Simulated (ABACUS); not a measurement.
Hf2Pd2Se2Br2O3:

```
CELL_PARAMETERS angstrom
7.58666 -1.70971 -1.17576
7.58666 1.70971 -1.17576
-2.02446 0.00000 13.05155
ATOMIC_POSITIONS crystal
Hf 0.94514 0.94514 0.06144
Hf 0.60628 0.60628 0.28309
Pd 0.17920 0.17920 0.50964
Pd 0.32286 0.32286 0.74307
Se 0.92232 0.92232 0.84566
Se 0.78991 0.78991 0.58800
Br 0.58645 0.58645 0.04520
Br 0.24604 0.24604 0.28651
O 0.59701 0.59701 0.42127
O 0.38554 0.38554 0.07302
O 0.03094 0.03094 0.22169
```

The cell was built by a generator and needn't be a form met in nature.

Base run:

* Program: ABACUS 3.10.1
* Functional: PBE
* Potentials or basis: PseudoDojo NC SR 0.4.1 PBE standard
* Cutoff: 1361 eV
* Density cutoff: 5442 eV
* Basis: DZP LCAO (the cutoffs set its grid)
* k mesh: 8 × 8 × 2
* Occupations: fermi-dirac, width 0.05 eV
* Spin: no spin polarisation

Its results: band gap on the k mesh 0.83 eV, indirect (least direct gap 0.86 eV); pressure 0.6 GPa; largest force 0.464 eV/Å.

Problem. The run is repeated on the same cell with these changes: k mesh from 8 × 8 × 2 to 4 × 4 × 1. What comes out?

Solution. Band gap on the k mesh 0.89 eV, direct; pressure 0.6 GPa; largest force 0.487 eV/Å.

Caveats: some runs use coarse meshes; the atomic orbitals were generated for these runs and aren't a published set; this set's palladium file may shift the pressure by some GPa; spin-orbit coupling is left out, which moves the levels of the heavy elements; the basis of atomic orbitals isn't converged, which shifts pressures, moduli and gaps; an odd mesh through Γ misses points on the zone boundary, where band edges often lie (some runs).
